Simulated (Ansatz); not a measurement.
# F₂HISn: a ladder of functionals and wavefunction methods

The task here is to estimate one member of a computed series from the others.

Computed with Ansatz 0.2.0, Gaussian basis. Level: functionals in def2-TZVPP, the program's frozen cores in correlated methods.

Levels to be run: LDA (SPW92), PBE-D4, revPBE-D4, BLYP-D4, r2SCAN-D4, B97M-V, PBE0-D4, B3LYP-D4, r2SCANh-D4, r2SCAN0-D4, HSE06-D4, BHLYP-D4, CAM-B3LYP-D4, LC-ωPBE, ωB97X-V, ωB97M-V, B2PLYP, PBE-QIDH; CCSD(T)/def2-SVP; CCSD(T)/def2-TZVPP; CCSD(T)/def2-QZVPP; extrapolation to the limit; RPA on PBE.

### The relaxed structure

An earlier PBE0-D4 in a triple-zeta def2 set relaxation fixed the geometry. Sn, I take the def2 core potential; no spin-orbit term is included.

SMILES `[F][SnH]([F])[I]`, 5 atoms, charge 0, spin multiplicity 1.

Atoms are counted from 1 here; the program's logs count them from 0.

Bond lengths: F1–Sn2 1.902 Å, Sn2–F3 1.902 Å, Sn2–I4 2.630 Å, Sn2–H5 1.692 Å. Angles: F1–Sn2–F3 103.0°, F1–Sn2–I4 107.8°, F1–Sn2–H5 109.2°, F3–Sn2–I4 107.8°, F3–Sn2–H5 109.2°, I4–Sn2–H5 118.6°.

Coordinates:

```xyz
5
F2HISn
F    -0.1050   -0.8731    1.6689
Sn    0.1839   -0.0223   -0.0074
F     0.0181    1.8248    0.4148
I    -1.8118   -0.6684   -1.5934
H     1.7647   -0.3347   -0.5242
```

Set-up of the first run:

The input, in.yaml:

```yaml
crystal:
  periodic: [false, false, false]
  atoms:
    - {symbol: F, position_ang: [-0.105047, -0.873075, 1.668882]}
    - {symbol: Sn, position_ang: [0.183894, -0.022281, -0.007400]}
    - {symbol: F, position_ang: [0.018077, 1.824750, 0.414792]}
    - {symbol: I, position_ang: [-1.811843, -0.668430, -1.593371]}
    - {symbol: H, position_ang: [1.764720, -0.334664, -0.524203]}
basis:
  gaussian: {orbitals: def2-TZVPP}
hamiltonian: {xc: lda}
output: {orbitals: {seedname: orbitals}}
```

Started as:

```sh
> ansatz run in.yaml --threads 2 --pin off --events-out ev --progress --plain --max-ram 20480MiB --backend cpu
```

Among the steps run: LDA; PBE-D4 (GGA); revPBE-D4 (GGA); BLYP-D4 (GGA); r2SCAN-D4 (meta-GGA); B97M-V (meta-GGA); PBE0-D4 (hybrid); B3LYP-D4 (hybrid); r2SCANh-D4 (hybrid); r2SCAN0-D4 (hybrid); HSE06-D4 (hybrid); BHLYP-D4 (hybrid); CAM-B3LYP-D4 (range-separated); LC-ωPBE (range-separated); ωB97X-V (range-separated); ωB97M-V (range-separated); B2PLYP (double hybrid); PBE-QIDH (double hybrid).

One of the session's tables, all rows but one given; the rest of the session is left out.

It belongs to the step «Orbital energies across the functionals». 

| functional | HOMO (eV) | LUMO (eV) | gap (eV) |
| --- | --- | --- | --- |
| LDA (SPW92) | ? | ? | ? |
| PBE-D4 | -7.31 | -3.31 | 4.00 |
| revPBE-D4 | -7.25 | -3.21 | 4.04 |
| BLYP-D4 | -7.13 | -3.27 | 3.86 |
| r2SCAN-D4 | -7.63 | -3.11 | 4.52 |
| B97M-V | -7.63 | -3.03 | 4.60 |
| PBE0-D4 | -8.50 | -2.45 | 6.05 |
| B3LYP-D4 | -8.24 | -2.76 | 5.48 |
| r2SCANh-D4 | -8.06 | -2.80 | 5.26 |
| r2SCAN0-D4 | -8.71 | -2.34 | 6.37 |
| HSE06-D4 | -8.10 | -2.82 | 5.28 |
| BHLYP-D4 | -9.50 | -1.55 | 7.95 |
| CAM-B3LYP-D4 | -9.76 | -1.48 | 8.27 |
| LC-ωPBE | -11.11 | -0.25 | 10.86 |
| ωB97X-V | -10.76 | -0.36 | 10.40 |
| ωB97M-V | -10.63 | -0.50 | 10.14 |

Q: Estimate the row for LDA (SPW92) from the others.

The run gave: HOMO (eV): -7.47; LUMO (eV): -3.60; gap (eV): 3.87. In the column «HOMO (eV)» it lies between B97M-V (-7.63) and PBE-D4 (-7.31).
